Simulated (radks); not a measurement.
# Valence configurations of Ar³⁺

Aim: which of several valence configurations of Ar³⁺ lies lowest at this level, and whether it is the one NIST lists ([Ne] 3s2 3p3).

Program: radks (a radial shooting solver on a logarithmic mesh, Libxc functionals) version 1. Level of theory: non-relativistic Kohn-Sham, TPSS, spin-polarised, spherical densities, point nucleus; open shells are filled with parallel spins first. These are calculated values, not measurements, unless marked.

## Step 1: The atom as given

| Quantity | Value |
| --- | --- |
| element | argon (Z = 18) |
| charge | +3 |
| electrons | 15 |
| configuration | [Ne] 3s2 3p3 |
| others tried | 3p5; 3s1 3p4; 3s1.5 3p3.5; 3s0.5 3p4.5 |

Outer shells as boxes (Hund's rule):

Ar³⁺
```
[Ne] core
3s [↑↓]
3p [↑ ][↑ ][↑ ]
```

## Step 2: [Ne] 3s2 3p3

The run's settings:

```text
Z 18
configuration [Ne] 3s2 3p3
relativity non-relativistic
functional tpss,tpss
spin polarised
nucleus point
```

## Step 3: [Ne] 3p5

The run's settings:

```text
Z 18
configuration [Ne] 3p5
relativity non-relativistic
functional tpss,tpss
spin polarised
nucleus point
```

## Step 4: [Ne] 3s1 3p4

The run's settings:

```text
Z 18
configuration [Ne] 3s1 3p4
relativity non-relativistic
functional tpss,tpss
spin polarised
nucleus point
```

## Step 5: [Ne] 3s1.5 3p3.5

The run's settings:

```text
Z 18
configuration [Ne] 3s1.5 3p3.5
relativity non-relativistic
functional tpss,tpss
spin polarised
nucleus point
```

## Step 6: [Ne] 3s0.5 3p4.5

The run's settings:

```text
Z 18
configuration [Ne] 3s0.5 3p4.5
relativity non-relativistic
functional tpss,tpss
spin polarised
nucleus point
```

What does the calculation give? Wanted: for each run, valence; E − E(NIST configuration); moment; highest level; its energy; 1s shift.

**Answer**, as computed:

| valence | E − E(NIST configuration) (eV) | moment (μB) | highest level | its energy (eV) | 1s shift (eV) |
| --- | --- | --- | --- | --- | --- |
| 3s2 3p3 | 0.000 | 3 | 3p up | -51.878 | +0.00 |
| 3s1.5 3p3.5 | 7.719 | 3 | 3p down | -47.010 | -0.52 |
| 3s1 3p4 | 15.421 | 3 | 3p down | -47.181 | -1.03 |
| 3s0.5 3p4.5 | 25.494 | 2 | 3p down | -48.766 | -1.62 |
| 3p5 | 34.618 | 1 | 3p down | -50.076 | -2.10 |

In words: The NIST configuration is the lowest of those tried, 7.719 eV under 3s1.5 3p3.5. The energies are those of spherical high-spin densities, not of single terms. The 1s eigenvalue shifts by up to 2.10 eV as the valence charge is rearranged.
